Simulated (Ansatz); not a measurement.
**GeH₃F: vertical ionisation energy**

The task here is to estimate one member of a computed series from the others.

Method: unrestricted cation, the program's frozen cores in correlated methods; program: Ansatz 0.2.0, Gaussian basis.

Levels to be run: UKS PBE-D4/def2-TZVPP; UKS r2SCAN-D4/def2-TZVPP; UKS PBE0-D4/def2-TZVPP; UKS B3LYP-D4/def2-TZVPP; UKS wB97X-V/def2-TZVPP; UKS wB97M-V/def2-TZVPP; UKS B2PLYP/def2-TZVPP; UHF-CCSD(T)/def2-TZVPP; UHF-MP2/def2-QZVPP; extrapolation to the limit; then −ε(HOMO) from the neutral's earlier runs with LDA (SPW92), PBE-D4, revPBE-D4, BLYP-D4, r2SCAN-D4, B97M-V, PBE0-D4, B3LYP-D4, r2SCANh-D4, r2SCAN0-D4, HSE06-D4, BHLYP-D4, CAM-B3LYP-D4, LC-ωPBE, ωB97X-V, ωB97M-V.

**The geometry**

All runs share one geometry, relaxed beforehand with PBE0-D4 in a triple-zeta def2 set.

SMILES `[F][GeH3]`, 5 atoms, charge 0, spin multiplicity 1.

Atoms are counted from 1 here; the program's logs count them from 0.

Bond lengths: F1–Ge2 1.742 Å, Ge2–H3 1.533 Å, Ge2–H4 1.533 Å, Ge2–H5 1.533 Å. Angles: F1–Ge2–H3 106.2°, F1–Ge2–H4 106.2°, F1–Ge2–H5 106.3°, H3–Ge2–H4 112.5°, H3–Ge2–H5 112.5°, H4–Ge2–H5 112.5°.

The first run:

Input file in.yaml:

```yaml
crystal:
  periodic: [false, false, false]
  atoms:
    - {symbol: F, position_ang: [-1.046516, 0.474322, 1.162189]}
    - {symbol: Ge, position_ang: [0.068240, -0.041635, -0.072839]}
    - {symbol: H, position_ang: [1.330973, -0.512009, 0.658635]}
    - {symbol: H, position_ang: [-0.627756, -1.177989, -0.831192]}
    - {symbol: H, position_ang: [0.325060, 1.183610, -0.958095]}
basis:
  gaussian: {orbitals: def2-TZVPP}
total_charge: 1
magnetization: {spin_polarized: true, initial_magnetization: 1}
hamiltonian: {xc: pbe, dispersion: d4}
```

Steps of the session up to this table: Cation, UKS PBE-D4/def2-TZVPP; Cation, UKS r2SCAN-D4/def2-TZVPP; Cation, UKS PBE0-D4/def2-TZVPP; Cation, UKS B3LYP-D4/def2-TZVPP; Cation, UKS wB97X-V/def2-TZVPP; Cation, UKS wB97M-V/def2-TZVPP; Cation, UKS B2PLYP (frozen core)/def2-TZVPP; Cation, UHF-CCSD(T)/def2-TZVPP; Cation, UHF-MP2/def2-QZVPP.

One of the session's tables, all rows but one given; the rest of the session is left out.

It belongs to the step «Ionisation energies side by side». For comparison, −ε(HOMO) of the neutral from earlier runs:

| functional | −ε(HOMO) (eV) |
| --- | --- |
| LDA (SPW92) | 8.23 |
| PBE-D4 | ? |
| revPBE-D4 | 8.10 |
| BLYP-D4 | 8.08 |
| r2SCAN-D4 | 8.55 |
| B97M-V | 8.68 |
| PBE0-D4 | 9.69 |
| B3LYP-D4 | 9.48 |
| r2SCANh-D4 | 9.12 |
| r2SCAN0-D4 | 9.95 |
| HSE06-D4 | 9.28 |
| BHLYP-D4 | 11.10 |
| CAM-B3LYP-D4 | 11.13 |
| LC-ωPBE | 12.47 |
| ωB97X-V | 12.14 |
| ωB97M-V | 11.97 |

Q: Estimate the row for PBE-D4 from the others.

The run gave: −ε(HOMO) (eV): 8.14. In the column «−ε(HOMO) (eV)» it lies between revPBE-D4 (8.10) and LDA (SPW92) (8.23).
